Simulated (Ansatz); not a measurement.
# The cluster In₅H₉O₁₂: trial inputs and their diagnosis

Aim: try 2 inputs for the cluster In₅H₉O₁₂ as typed, read how each ends, and find what has to change.

Program: Ansatz 0.2.0, Gaussian basis. Level of theory: the settings change from run to run. These are calculated values, not measurements.

**1. The molecule**

An earlier PBE-D4/def2-SVP relaxation fixed the geometry. In takes a core potential in def2 sets; no spin-orbit term is included.

26 atoms, charge 0, spin multiplicity 1.

Atoms are counted from 1 here; the program's logs count them from 0.

Bond lengths: In1–O8 2.162 Å, In1–O9 2.225 Å, In1–O12 2.208 Å, In1–O15 2.089 Å, In1–O16 2.140 Å, In2–O6 2.030 Å, In2–O7 2.075 Å, In2–O13 2.208 Å, In2–O16 2.095 Å, In3–O8 2.241 Å, In3–O10 2.037 Å, In3–O11 1.995 Å, In3–O13 2.208 Å, In4–O12 2.206 Å, In4–O14 2.020 Å, In4–O16 2.108 Å, In4–O17 2.060 Å, In5–O9 2.370 Å and more. Angles: O8–In1–O9 87.0°, O8–In1–O12 83.2°, O8–In1–O15 139.8°, O8–In1–O16 114.0°, O9–In1–O12 162.7°, O9–In1–O15 78.1°, O9–In1–O16 90.8°, O12–In1–O15 118.3°, O12–In1–O16 80.3°, O15–In1–O16 103.5°, O6–In2–O7 145.9°, O6–In2–O13 103.0°, O6–In2–O16 111.7°, O7–In2–O13 92.9°, O7–In2–O16 95.9°, O13–In2–O16 96.4°, O8–In3–O10 82.7°, O8–In3–O11 122.8° and more.

Geometry (Å):

```xyz
26

In    1.1016   -0.7503    1.0487
In    0.0584    0.2257   -2.0771
In   -2.3310   -1.3814    0.2761
In    0.8430    2.4805    0.7252
In    2.4907   -2.5954   -1.6174
O    -1.6043    1.3821   -2.2161
O     1.5614   -0.7556   -3.1185
O    -0.8690   -0.9404    1.9166
O     0.4435   -2.2255   -0.4809
O    -2.5812   -3.1124    1.3197
O    -3.4818    0.0213   -0.5540
O     1.2142    1.0320    2.3475
O    -0.7104   -1.6489   -1.1997
O     1.9480    4.1569    0.9432
O     2.8365   -1.8799    0.7669
O     1.2515    0.7755   -0.4448
O    -1.1255    2.6531    0.1441
H    -1.4891    1.9901   -1.4190
H     1.2332   -1.1714   -3.9412
H    -1.0142   -1.8460    2.2853
H    -2.2245   -3.8386    0.7702
H    -2.8985    0.5004   -1.2093
H     0.4248    0.9431    2.9235
H     2.7922    3.9206    1.3764
H     3.6578   -1.4524    1.0805
H    -1.5274    3.5168    0.3541
```

**2. Try 1**

in.yaml reads:

```yaml
crystal:
  periodic: [false, false, false]
  atoms:
    - {symbol: In, position_ang: [1.101573, -0.750303, 1.048723]}
    - {symbol: In, position_ang: [0.058446, 0.225688, -2.077146]}
    - {symbol: In, position_ang: [-2.330955, -1.381433, 0.276124]}
    - {symbol: In, position_ang: [0.842952, 2.480475, 0.725168]}
    - {symbol: In, position_ang: [2.490651, -2.595380, -1.617400]}
    - {symbol: O, position_ang: [-1.604334, 1.382094, -2.216146]}
    - {symbol: O, position_ang: [1.561409, -0.755558, -3.118510]}
    - {symbol: O, position_ang: [-0.868966, -0.940361, 1.916648]}
    - {symbol: O, position_ang: [0.443549, -2.225454, -0.480871]}
    - {symbol: O, position_ang: [-2.581229, -3.112351, 1.319686]}
    - {symbol: O, position_ang: [-3.481773, 0.021344, -0.553996]}
    - {symbol: O, position_ang: [1.214164, 1.031953, 2.347533]}
    - {symbol: O, position_ang: [-0.710354, -1.648874, -1.199733]}
    - {symbol: O, position_ang: [1.948046, 4.156947, 0.943192]}
    - {symbol: O, position_ang: [2.836486, -1.879946, 0.766904]}
    - {symbol: O, position_ang: [1.251469, 0.775527, -0.444848]}
    - {symbol: O, position_ang: [-1.125485, 2.653073, 0.144142]}
    - {symbol: H, position_ang: [-1.489057, 1.990067, -1.419043]}
    - {symbol: H, position_ang: [1.233218, -1.171406, -3.941164]}
    - {symbol: H, position_ang: [-1.014171, -1.845976, 2.285283]}
    - {symbol: H, position_ang: [-2.224544, -3.838641, 0.770219]}
    - {symbol: H, position_ang: [-2.898501, 0.500354, -1.209270]}
    - {symbol: H, position_ang: [0.424812, 0.943077, 2.923546]}
    - {symbol: H, position_ang: [2.792164, 3.920639, 1.376372]}
    - {symbol: H, position_ang: [3.657848, -1.452378, 1.080484]}
    - {symbol: H, position_ang: [-1.527439, 3.516823, 0.354124]}
basis:
  gaussian: {orbitals: cc-pVTZ-rifit, fitting: {mean_field: def2-universal-jkfit}}
hamiltonian: {xc: {name: SPW92}}
output: {forces: true}
```

Run with:

```console
$ ansatz run in.yaml --threads 2 --pin off --events-out ev --progress --plain --max-ram 22528MiB --backend cuda --devices 0, --max-vram 18GiB
```

The program printed:

```text
Functional definition: SPW92
  name "SPW92"
  cite "Dirac, Proc. Camb. Phil. Soc. 26, 376 (1930) doi:10.1017/S0305004100016108"
  cite "Slater, Phys. Rev. 81, 385 (1951) doi:10.1103/PhysRev.81.385"
  cite "Perdew & Wang, Phys. Rev. B 45, 13244 (1992) doi:10.1103/PhysRevB.45.13244"
  exchange = slater_x
  correlation = pw_c
Error: <dir> the basis set cc-pVTZ-RIFIT has no functions for In
```

Wall time 1.1 s (1 × H100 (card shared with other runs) with 2 threads of AMD EPYC 7R13, shared host); peak host memory 0.72 GiB.

Diagnosis: Refused before any calculation. The basis set is misnamed or doesn't suit the job. To mend it, name an orbital basis set that the library holds for every element here.

**3. Try 2**

in.yaml reads:

```yaml
crystal:
  periodic: [false, false, false]
  atoms:
    - {symbol: In, position_ang: [1.163541, -0.772188, 1.032537]}
    - {symbol: In, position_ang: [0.086710, 0.166954, -2.086214]}
    - {symbol: In, position_ang: [-2.303412, -1.392935, 0.308587]}
    - {symbol: In, position_ang: [0.821614, 2.480125, 0.714725]}
    - {symbol: In, position_ang: [2.447091, -2.561913, -1.654714]}
    - {symbol: O, position_ang: [-1.583443, 1.367675, -2.145409]}
    - {symbol: O, position_ang: [1.564435, -0.779333, -3.162144]}
    - {symbol: O, position_ang: [-0.892105, -0.972009, 1.974322]}
    - {symbol: O, position_ang: [0.467465, -2.251764, -0.464822]}
    - {symbol: O, position_ang: [-2.553666, -3.100734, 1.296590]}
    - {symbol: O, position_ang: [-3.473752, 0.037574, -0.509438]}
    - {symbol: O, position_ang: [1.203762, 1.016712, 2.333528]}
    - {symbol: O, position_ang: [-0.743664, -1.662867, -1.163013]}
    - {symbol: O, position_ang: [1.949080, 4.169521, 1.003669]}
    - {symbol: O, position_ang: [2.840169, -1.914824, 0.772943]}
    - {symbol: O, position_ang: [1.252109, 0.787344, -0.395031]}
    - {symbol: O, position_ang: [-1.141183, 2.714973, 0.158822]}
    - {symbol: H, position_ang: [-1.518807, 1.965258, -1.389875]}
    - {symbol: H, position_ang: [1.263302, -1.184164, -3.947168]}
    - {symbol: H, position_ang: [-1.028397, -1.840629, 2.249839]}
    - {symbol: H, position_ang: [-2.240238, -3.832816, 0.775925]}
    - {symbol: H, position_ang: [-2.881048, 0.480335, -1.158405]}
    - {symbol: H, position_ang: [0.474334, 0.892232, 2.987565]}
    - {symbol: H, position_ang: [2.812263, 3.926309, 1.412930]}
    - {symbol: H, position_ang: [3.682384, -1.473790, 1.137316]}
    - {symbol: H, position_ang: [-1.517510, 3.542451, 0.333003]}
basis:
  gaussian: {orbitals: def2-SVPD, fitting: {mean_field: def2-universal-jkfit}}
hamiltonian: {xc: {name: HF}, dispersion: rvv10}
scf: {omitted_lower_state_checks: [starts]}
output: {forces: true}
```

The command is unchanged.

The program printed:

```text
Error: inconsistent input (hamiltonian.dispersion, hamiltonian.xc): `dispersion: rvv10` has no transferable b for PBE exchange — Sabatini et al. (2013) fitted b=6.3 to rPW86, and the PBE refits of Peng & Perdew (2017) are task-dependent (b=6.6 S22 / b=10.0 layered). Use `xc: {exchange: rpw86, correlation: pbe}` for the original rVV10 or `xc: r2scan` for the r²SCAN+rVV10 pairing
```

Wall time 0.05 s (1 × H100 (card shared with other runs) with 2 threads of AMD EPYC 7R13, shared host).

Diagnosis: Refused before any calculation. The dispersion term doesn't go with the functional. Its coordinates are also moved off the relaxed structure. Fix: leave the dispersion key out, or pick one that has parameters for this functional.

**4. How the tries ended**

```
try                level    ended                                               cause    time
  1  SPW92/cc-pVTZ-rifit  refused   the basis set is misnamed or doesn't suit the job   1.1 s
  2         HF/def2-SVPD  refused  the dispersion term doesn't go with the functional  0.05 s
```

2 refused. A refusal costs next to no computing time.
